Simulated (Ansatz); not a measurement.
# CH₉GaSi₂: how energies converge with the basis set

How large a basis does CH₉GaSi₂ need? Two functionals are run in growing sets.

Method: one geometry, several basis sets; program: Ansatz 0.2.0, Gaussian basis.

The runs, in order: PBE0-D4/def2-SVP; ωB97M-V/def2-SVP; PBE0-D4/def2-QZVPP; ωB97M-V/def2-QZVPP; the functionals' def2-TZVPP values are taken from earlier runs.

## 1. Structure used throughout

The geometry comes from an earlier relaxation with PBE0-D4 in a triple-zeta def2 set; it is a stationary point, not always the lowest conformer.

SMILES `[CH3][Ga]([SiH3])[SiH3]`, 13 atoms, charge 0, spin multiplicity 1.

Atoms are counted from 1 here; the program's logs count them from 0.

Bond lengths: C1–Ga2 1.976 Å, C1–H5 1.091 Å, C1–H6 1.091 Å, C1–H7 1.096 Å, Ga2–Si3 2.423 Å, Ga2–Si4 2.423 Å, Si3–H8 1.489 Å, Si3–H9 1.492 Å, Si3–H10 1.493 Å, Si4–H11 1.492 Å, Si4–H12 1.489 Å, Si4–H13 1.493 Å. Angles: Ga2–C1–H5 112.1°, Ga2–C1–H6 112.0°, Ga2–C1–H7 108.1°, H5–C1–H6 109.4°, H5–C1–H7 107.5°, H6–C1–H7 107.5°, C1–Ga2–Si3 118.7°, C1–Ga2–Si4 118.7°, Si3–Ga2–Si4 122.6°, Ga2–Si3–H8 113.5°, Ga2–Si3–H9 111.0°, Ga2–Si3–H10 109.9°, H8–Si3–H9 107.7°, H8–Si3–H10 107.5°, H9–Si3–H10 106.9°, Ga2–Si4–H11 110.7°, Ga2–Si4–H12 113.6°, Ga2–Si4–H13 110.2° and more.

## 2. PBE0-D4 in def2-SVP

Contents of in.yaml:

```yaml
crystal:
  periodic: [false, false, false]
  atoms:
    - {symbol: C, position_ang: [-0.038975, 1.756098, -1.157175]}
    - {symbol: Ga, position_ang: [-0.035084, 0.115257, -0.056580]}
    - {symbol: Si, position_ang: [0.914301, 0.208813, 2.171193]}
    - {symbol: Si, position_ang: [-0.902320, -1.932661, -1.019489]}
    - {symbol: H, position_ang: [-0.844220, 1.754523, -1.893242]}
    - {symbol: H, position_ang: [-0.107641, 2.657979, -0.547016]}
    - {symbol: H, position_ang: [0.908839, 1.800287, -1.704760]}
    - {symbol: H, position_ang: [0.787928, -1.069195, 2.924611]}
    - {symbol: H, position_ang: [0.267580, 1.280259, 2.983487]}
    - {symbol: H, position_ang: [2.367438, 0.540788, 2.091164]}
    - {symbol: H, position_ang: [-2.318457, -1.751718, -1.453664]}
    - {symbol: H, position_ang: [-0.860029, -3.093767, -0.088423]}
    - {symbol: H, position_ang: [-0.118861, -2.301665, -2.235106]}
basis:
  gaussian: {orbitals: def2-SVP}
hamiltonian: {xc: pbe0, dispersion: d4}
output: {orbitals: {seedname: orbitals}}
```

Started as:

```sh
$ ansatz run in.yaml --threads 2 --pin off --events-out ev --progress --plain --max-ram 32768MiB --backend cpu
```

Further steps of the session: ωB97M-V in def2-SVP; PBE0-D4 in def2-QZVPP; ωB97M-V in def2-QZVPP.

**Question.** What will the summary of the whole plan be? Wanted: PBE0-D4: double and triple zeta above quadruple; ωB97M-V: double and triple zeta above quadruple.

As calculated:

```
                                       quantity           value
PBE0-D4: double and triple zeta above quadruple  15.25, 1.77 eV
ωB97M-V: double and triple zeta above quadruple  15.32, 1.71 eV
```

In words: PBE0-D4 gains 13.48 eV from double to triple zeta, then 1.77 eV more. These are total energies; as a rule much of such shifts cancels in differences, which this series doesn't test.
